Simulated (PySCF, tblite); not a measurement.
# C4H13B2BrN2: geometry, infrared bands and NMR shifts

Aim: predict the infrared bands and NMR shifts of C4H13B2BrN2 (`CC[C@@H](C)NB(N)BBr`).

Computed with tblite 0.8.0 and PySCF 2.14.0, with density-fitted response routines of our own, on a single molecule in the gas phase. Atoms are numbered from 0 throughout.

### 1 The molecule as given

22 atoms, charge 0, multiplicity 1; geometry from: force field or distance geometry start.

Bonds of the start (Å): C0–C1 1.52, C1–C2 1.56, C2–C3 1.53, C2–N4 1.47, N4–B5 1.53, B5–N6 1.52, B5–B7 1.68, B7–Br8 1.99, C0–H9 1.11, C0–H10 1.10, C0–H11 1.12, C1–H12 1.10, C1–H13 1.11, C2–H14 1.12, C3–H15 1.12, C3–H16 1.11, C3–H17 1.12, N4–H18 1.04, N6–H19 1.06, N6–H20 1.04, B7–H21 1.17.

### 2 Relaxing the molecule with GFN2-xTB

What the job is given:

```
{"job": {"kind": "relax", "xc": "GFN2-xTB", "basis": "xTB"}, "charge": 0, "multiplicity": 1}
C     -1.869100     1.723200    -0.713800
C     -1.989300     0.332000    -0.116300
C     -0.637600    -0.150400     0.494900
C     -0.852700    -1.473300     1.225800
N      0.354400    -0.275800    -0.577200
B      1.784900    -0.327000    -0.044600
N      2.546400    -1.646100    -0.035100
B      2.571000     1.077700     0.429800
Br     1.679700     2.852100     0.241000
H     -1.571500     2.458100     0.065800
H     -1.145800     1.735000    -1.547100
H     -2.870600     2.029600    -1.111700
H     -2.326700    -0.383000    -0.881700
H     -2.757000     0.353200     0.686400
H     -0.328300     0.624300     1.240800
H      0.092800    -1.810900     1.720600
H     -1.197700    -2.267900     0.537900
H     -1.609600    -1.364400     2.038700
H      0.174400    -1.148100    -1.120300
H      2.857800    -1.823500     0.957900
H      3.404200    -1.517900    -0.604500
H      3.679700     1.022400     0.809800
```

The run is started by

```sh
$ OMP_NUM_THREADS=1 python probes_run.py task.json out
```

One launch serves the whole session: the jobs run in the order shown.

**Question.** This job is followed by: GFN2-xTB harmonic vibrations, gas phase; GIAO PBE0/pcSseg-1 NMR shielding, non-relativistic, gas phase. What will the session give for the following? strongest single infrared mode (GFN2-xTB); zero-point energy (GFN2-xTB); 13C shifts against TMS (PBE0/pcSseg-1); 1H shifts against TMS (PBE0/pcSseg-1, means over atoms taken as alike); 15N shifts against NH3 (PBE0/pcSseg-1); 11B shifts against BF3·OEt2 (PBE0/pcSseg-1); 79Br shifts against HBr (PBE0/pcSseg-1).

The runs gave:

| quantity | value |
| --- | --- |
| strongest single infrared mode (GFN2-xTB) | 1436 cm⁻¹, 264 km/mol |
| zero-point energy (GFN2-xTB) | 113.4 kcal/mol |
| 13C shifts against TMS (PBE0/pcSseg-1) | 56.3, 37.4, 29.6, 14.6 ppm |
| 1H shifts against TMS (PBE0/pcSseg-1, means over atoms taken as alike) | 9.28, 2.50, 2.04, 1.64, 1.48, 1.32, 1.10, 0.82 ppm |
| 15N shifts against NH3 (PBE0/pcSseg-1) | 115.3, 65.2 ppm |
| 11B shifts against BF3·OEt2 (PBE0/pcSseg-1) | 101.4, 27.0 ppm |
| 79Br shifts against HBr (PBE0/pcSseg-1) | 777 ppm |

In words: Relaxing lowered the energy by 1.918 eV in 122 steps; the close pair that moved most is N4–B5, from 1.527 to 1.407 Å. All 60 modes are real, so the xTB geometry is a minimum. The strongest single mode, at 1436 cm⁻¹, is spread over several atoms, N4, H18, B5, H14 among them. GFN2-xTB is a fitted tight-binding method: band positions and strengths are rough. Its intensities can rank the bands wrongly. At PBE0/pcSseg-1: The widest tensor belongs to Br8: span 1926 ppm, with a paramagnetic part of -1281 ppm. Spin-orbit coupling is left out, which matters for shieldings and couplings at and beside the heavy atoms.
